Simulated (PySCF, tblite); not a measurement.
**C3H7ClOSi2: geometry, infrared bands and NMR shifts**

What infrared bands and NMR shifts should C3H7ClOSi2 (`O=C=C(Cl)[SiH2]C[SiH3]`) show?

Programs: tblite 0.8.0 and PySCF 2.14.0, with density-fitted response routines of our own. Each step states its level of theory. These are calculated values for one molecule in the gas phase, unless marked as measured. Atoms count from 0, in the outputs and in this text.

## Step 1: Starting geometry

14 atoms, charge 0, multiplicity 1; geometry from: force field or distance geometry start.

Bonds of the start (Å): O0–C1 1.22, C1–C2 1.31, C2–Cl3 1.76, C2–Si4 1.84, Si4–C5 1.84, C5–Si6 1.85, Si4–H7 1.45, Si4–H8 1.48, C5–H9 1.12, C5–H10 1.11, Si6–H11 1.48, Si6–H12 1.47, Si6–H13 1.49.

## Step 2: Geometry optimisation with GFN2-xTB

The job: settings as JSON, then the geometry in Å.

```
{"job": {"kind": "relax", "xc": "GFN2-xTB", "basis": "xTB"}, "charge": 0, "multiplicity": 1}
O     -1.820600     2.664100     0.174400
C     -1.858300     1.450000     0.232400
C     -1.892400     0.144900     0.316700
Cl    -3.126100    -0.615700     1.308900
Si    -0.735600    -0.955200    -0.591000
C      0.928300    -0.212300    -0.858400
Si     1.837000     0.189100     0.702300
H     -0.737600    -2.258300     0.047000
H     -1.349900    -1.143400    -1.928400
H      1.521200    -0.977400    -1.429900
H      0.785400     0.721100    -1.439400
H      2.336600     1.583400     0.621300
H      1.045000     0.045000     1.928800
H      3.066500    -0.635700     0.893200
```

Run with:

```console
$ OMP_NUM_THREADS=1 python probes_run.py task.json out
```

The driver reads the jobs from task.json and runs them one after another.

**Question.** This job is followed by: GFN2-xTB harmonic vibrations, gas phase; GIAO PBE0/pcSseg-1 NMR shielding, non-relativistic, gas phase. What will the session give for the following? strongest single infrared mode (GFN2-xTB); zero-point energy (GFN2-xTB); 13C shifts against TMS (PBE0/pcSseg-1); 1H shifts against TMS (PBE0/pcSseg-1, means over atoms taken as alike); 17O shifts against H2O (PBE0/pcSseg-1); 35Cl shifts against HCl (PBE0/pcSseg-1); 29Si shifts against TMS (PBE0/pcSseg-1).

As calculated:

| quantity | value |
| --- | --- |
| strongest single infrared mode (GFN2-xTB) | 2235 cm⁻¹, 556 km/mol |
| zero-point energy (GFN2-xTB) | 51.1 kcal/mol |
| 13C shifts against TMS (PBE0/pcSseg-1) | 195.3, 30.5, -14.1 ppm |
| 1H shifts against TMS (PBE0/pcSseg-1, means over atoms taken as alike) | 4.85, 4.01, -0.15 ppm |
| 17O shifts against H2O (PBE0/pcSseg-1) | 382.8 ppm |
| 35Cl shifts against HCl (PBE0/pcSseg-1) | 17 ppm |
| 29Si shifts against TMS (PBE0/pcSseg-1) | -33.2, -73.5 ppm |

Over 126 steps the energy fell by 0.460 eV; of the close pairs, C2–Si4 changed most, 1.836 to 1.900 Å. All 36 modes are real, so the xTB geometry is a minimum. The strongest single mode, at 2235 cm⁻¹, is spread over several atoms, C1, H7, O0, H13 among them. GFN2-xTB is a fitted tight-binding method: band positions and strengths are rough. Its intensities can rank the bands wrongly. At PBE0/pcSseg-1: The largest span, 364 ppm, is at O0, where the paramagnetic term is -449 ppm.
